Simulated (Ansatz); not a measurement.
# AlGaHCl (singlet): the correlation ladder at a displaced geometry (v1), cc-pVDZ

Aim: climb from Hartree-Fock through coupled cluster and multireference methods for AlGaHCl (singlet) at one geometry and basis, and see what each rung misses.

The runs use Ansatz 0.2.0, Gaussian basis; cc-pVDZ, core rule «outside noble gas», up to 24 orbitals frozen.

Plan: UHF; CCSD(T) on RHF; CCSD(T) on UHF; BCCD(T) on RHF; CISD; CCSDT(Q) on RHF; CCSDT(Q) on UHF; CASSCF and MRCISD+Q, 8 electrons in 8 orbitals; CASSCF and NEVPT2, 8 electrons in 8 orbitals.

21 further runs of the same task are left out: 1 for a known fault of the program, 7 that didn't finish, 13 set aside as unsound or not needed. Runs told in other sessions of the task aren't counted.

### 1 What is computed

The geometry is a PBE0/def2-TZVP stationary point (not a proven minimum) with its atoms shifted at random (size 0.040 Å). No spin-orbit coupling is included. The filled d shell of Ga may be among the frozen orbitals whatever the setting's name suggests.

4 atoms, charge 0, spin multiplicity 1.

Atoms are counted from 1 here; the program's logs count them from 0.

Bond lengths: Al1–Ga2 2.731 Å, Al1–H4 1.615 Å, Ga2–Cl3 2.201 Å. Angles: Ga2–Al1–H4 95.9°, Al1–Ga2–Cl3 139.3°.

### 2 UHF

in.yaml reads:

```yaml
crystal:
  periodic: [false, false, false]
  atoms:
    - {symbol: Al, position_ang: [-0.011690, -0.537715, 2.570784]}
    - {symbol: Ga, position_ang: [-0.012524, 0.392286, 0.002652]}
    - {symbol: Cl, position_ang: [0.035440, -0.388273, -2.054776]}
    - {symbol: H, position_ang: [-0.067336, 0.915221, 3.273378]}
basis:
  gaussian: {orbitals: cc-pVDZ}
magnetization: {spin_polarized: true, initial_magnetization: 0}
hamiltonian: {xc: hf}
output: {orbitals: {seedname: orbitals}}
```

Run with:

```
> ansatz run in.yaml --threads 1 --pin off --events-out ev --progress --plain --max-ram 2393MiB
```

Further steps of the session: CCSD(T) on RHF; CCSD(T) on UHF; BCCD(T) on RHF; CISD; CCSDT(Q) on RHF; CCSDT(Q) on UHF; CASSCF and MRCISD+Q, 8 electrons in 8 orbitals; CASSCF and NEVPT2, 8 electrons in 8 orbitals.

**Question.** What will the summary of the whole plan be? Wanted: RCCSDT(Q) from the RHF energy; RMP2 from RCCSDT(Q); UMP2 from RCCSDT(Q); RCCSD from RCCSDT(Q); RCCSD(T) from RCCSDT(Q); UCCSD(T) from RCCSDT(Q); UCCSDT(Q) from RCCSDT(Q); NEVPT2 frontier from RCCSDT(Q); MRCISD+Q frontier from RCCSDT(Q).

The runs gave:

| quantity | value |
| --- | --- |
| RCCSDT(Q) from the RHF energy | -7.8830 eV |
| RMP2 from RCCSDT(Q) | +132.3 kJ/mol |
| UMP2 from RCCSDT(Q) | +154.6 kJ/mol |
| RCCSD from RCCSDT(Q) | +26.2 kJ/mol |
| RCCSD(T) from RCCSDT(Q) | +5.3 kJ/mol |
| UCCSD(T) from RCCSDT(Q) | +7.0 kJ/mol |
| UCCSDT(Q) from RCCSDT(Q) | +0.3 kJ/mol |
| NEVPT2 frontier from RCCSDT(Q) | +116.9 kJ/mol |
| MRCISD+Q frontier from RCCSDT(Q) | +10.9 kJ/mol |
| levels within 1 kcal/mol (43 meV) | RCCSDT, UCCSDT, UCCSDT(Q) |
| T1 diagnostic | 0.017 |

**Reading.** RCCSD(T) misses by +5.3 kJ/mol, 0.7 % of the correlation energy. Of the multireference levels listed MRCISD+Q frontier comes nearest in total energy (+10.9 kJ/mol), which doesn't show that its space is the better one. These misses are within one basis, not against nature.
